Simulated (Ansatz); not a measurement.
**CH7AlBN: small, medium and large basis sets**

The task here is to estimate one member of a computed series from the others.

Program: Ansatz 0.2.0, Gaussian basis. Level of theory: one geometry, several basis sets. These are calculated values, not measurements.

The runs, in order: PBE0-D4/def2-SVP; ωB97M-V/def2-SVP; PBE0-D4/def2-QZVPP; ωB97M-V/def2-QZVPP; the functionals' def2-TZVPP values are taken from earlier runs.

### The relaxed structure

All runs share one geometry, relaxed beforehand with PBE0-D4 in a triple-zeta def2 set.

SMILES `CN[BH][AlH2]`, 11 atoms, charge 0, spin multiplicity 1.

Atoms are counted from 1 here; the program's logs count them from 0.

Bond lengths: C1–N2 1.447 Å, C1–H5 1.094 Å, C1–H6 1.089 Å, C1–H7 1.094 Å, N2–B3 1.388 Å, N2–H8 1.010 Å, B3–Al4 2.134 Å, B3–H9 1.204 Å, Al4–H10 1.604 Å, Al4–H11 1.595 Å. Angles: N2–C1–H5 111.3°, N2–C1–H6 108.9°, N2–C1–H7 111.3°, H5–C1–H6 108.6°, H5–C1–H7 108.0°, H6–C1–H7 108.6°, C1–N2–B3 127.3°, C1–N2–H8 113.1°, B3–N2–H8 119.7°, N2–B3–Al4 118.1°, N2–B3–H9 115.7°, Al4–B3–H9 126.2°, B3–Al4–H10 118.6°, B3–Al4–H11 125.5°, H10–Al4–H11 116.0°.

The first run:

Contents of in.yaml:

```yaml
crystal:
  periodic: [false, false, false]
  atoms:
    - {symbol: C, position_ang: [-0.824149, 1.734216, 0.293506]}
    - {symbol: N, position_ang: [-0.474886, 0.339275, 0.128076]}
    - {symbol: B, position_ang: [0.774531, -0.183853, -0.176326]}
    - {symbol: Al, position_ang: [0.960597, -2.302918, -0.351754]}
    - {symbol: H, position_ang: [-1.588398, 2.040964, -0.427108]}
    - {symbol: H, position_ang: [0.066277, 2.341575, 0.135999]}
    - {symbol: H, position_ang: [-1.208260, 1.931487, 1.299020]}
    - {symbol: H, position_ang: [-1.259365, -0.283159, 0.258731]}
    - {symbol: H, position_ang: [1.657783, 0.622310, -0.316970]}
    - {symbol: H, position_ang: [-0.343742, -3.208634, -0.124639]}
    - {symbol: H, position_ang: [2.305113, -3.088263, -0.697835]}
basis:
  gaussian: {orbitals: def2-SVP}
hamiltonian: {xc: pbe0, dispersion: d4}
output: {orbitals: {seedname: orbitals}}
```

On the command line:

```bash
> ansatz run in.yaml --threads 2 --pin off --events-out ev --progress --plain --max-ram 4352MiB
```

Steps of the session up to this table: PBE0-D4 in def2-SVP; ωB97M-V in def2-SVP; PBE0-D4 in def2-QZVPP; ωB97M-V in def2-QZVPP.

One of the session's tables, all rows but one given; the rest of the session is left out.

It belongs to the step «Density functionals: the series». 

| functional | basis | HOMO (eV) | LUMO (eV) |
| --- | --- | --- | --- |
| PBE0-D4 | def2-SVP | -6.84 | -1.77 |
| PBE0-D4 | def2-TZVPP | -6.89 | -1.84 |
| PBE0-D4 | def2-QZVPP | -6.90 | -1.86 |
| ωB97M-V | def2-SVP | ? | ? |
| ωB97M-V | def2-TZVPP | -9.01 | -0.14 |
| ωB97M-V | def2-QZVPP | -9.02 | -0.27 |

**Question.** Estimate the row for ωB97M-V, def2-SVP.

As computed: HOMO (eV): -8.92; LUMO (eV): 0.00. In the column «HOMO (eV)» it lies between ωB97M-V, def2-TZVPP (-9.01) and PBE0-D4, def2-QZVPP (-6.90).
